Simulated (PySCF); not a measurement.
# CH4B2F2: the cost of one run

The runs use PySCF 2.14.0, with density-fitted response routines of our own; the level of theory stands in each step. All values are computed, except where a source is named. Atoms are numbered from 0 throughout.

## 1. The molecule as given

9 atoms, charge 0, multiplicity 1; geometry from: PBE0-D3(BJ)/def2-SVP.

Bonds of the start (Å): B0–C1 1.56, C1–B2 1.56, B2–F3 1.32, B2–F4 1.32, B0–H5 1.21, B0–H6 1.21, C1–H7 1.10, C1–H8 1.10.

## 2. Shielding tensors: PBE0/pcSseg-2

The job: settings as JSON, then the geometry in Å.

```
{"job": {"kind": "nmr", "xc": "PBE0", "basis": "pcSseg-2", "pop": false}, "charge": 0, "multiplicity": 1}
B      0.798734     0.560282     0.871179
C      0.466400    -0.270206    -0.403320
B     -1.093140    -0.321308    -0.509824
F     -1.807705    -1.201805     0.168341
F     -1.770567     0.519866    -1.269906
H      0.907132     0.020905     1.947729
H      0.903673     1.763535     0.806665
H      0.817226    -1.309590    -0.305935
H      0.846516     0.213104    -1.315816
```

Level: GIAO PBE0/pcSseg-2 NMR shielding, non-relativistic, gas phase.

The run is started by

```sh
$ OMP_NUM_THREADS=1 python probes_run.py task.json out
```

This one command runs all jobs of the session in turn.

Q: Estimate the wall time and peak memory of this first job on 1 thread of Arm Neoverse V1, shared host.

About 19 s, with a peak of 0.84 GiB.
